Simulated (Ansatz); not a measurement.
Working through a single point in a Gaussian basis of C2H7BSSi, SMILES CC1B[SiH2]S1

Program: Ansatz 0.2.0, Python API.

The script reads `c2h7bssi.xyz`:
```text
12

C    -0.59660    0.27810    1.56690
C     0.01320    0.69020    0.22950
B     1.09050   -0.41660   -0.22060
Si    0.18240   -0.68140   -1.83600
S    -1.22620    0.74910   -1.12730
H    -1.40010    1.10760    1.82290
H     0.14150    0.28300    2.36870
H    -1.11290   -0.64660    1.47350
H     0.51390    1.70140    0.36500
H     2.11990   -0.85150    0.28220
H    -0.50240   -2.03210   -1.87780
H     0.85380   -0.23660   -3.01300
```

The cells in order, each with its output:

**Cell 1**
```python
import warnings

import ansatz as az

BASIS_SET = "def2-SVPD"
XC = "r2scan0"
```

**Cell 2**
```python
warnings.simplefilter("ignore", az.DeckWarning)
```

**Cell 3**
```python
geometry = az.Crystal.molecule_from_extxyz("c2h7bssi.xyz")
```

**Cell 4**
```python
calculation = geometry.calculation().basis(gaussian=BASIS_SET).functional(XC)
outcome = calculation.run(threads=1, backend="cpu")
report = outcome.report

type(outcome).__name__, type(report).__name__
```
Output:
```text
('RunOutcome', 'dict')
```

**Cell 5**
```python
report["free_energy_ev"]
```
Output:
```text
-21564.86122738991
```

**Cell 6**
```python
print("reference energy %16.6f eV" % report["reference_energy_ev"])
print("total energy     %16.6f eV" % report["free_energy_ev"])
print("occupied (up, down):", report["n_occupied"], " virtual:", report["n_virtual"], " frozen:", report["n_frozen"])

state = report["mean_field"]["state"]
print(f"mean field: {state['energy']['hartree']:.7f} Ha, <S^2> = {abs(state['spin_squared']):.4f}, stability: {state.get('stability', {}).get('kind')}")
```
Output:
```text
reference energy    -21564.861227 eV
total energy        -21564.861227 eV
occupied (up, down): [27, 27]  virtual: [140, 140]  frozen: 0
mean field: -792.4940329 Ha, <S^2> = 0.0000, stability: minimum
```

Total energies depend on the basis set; only differences at equal settings carry meaning. The geometry is a force-field or estimated start, not a minimum of this method, and the basis set is short of its limit. Wall time of the script: 5.8 s on 1 thread of AMD EPYC 9R45 96-Core Processor (Zen 5), with other jobs on the host, peak memory 0.41 GiB.

(Lines on the test bed's own set-up are left out of the output.)
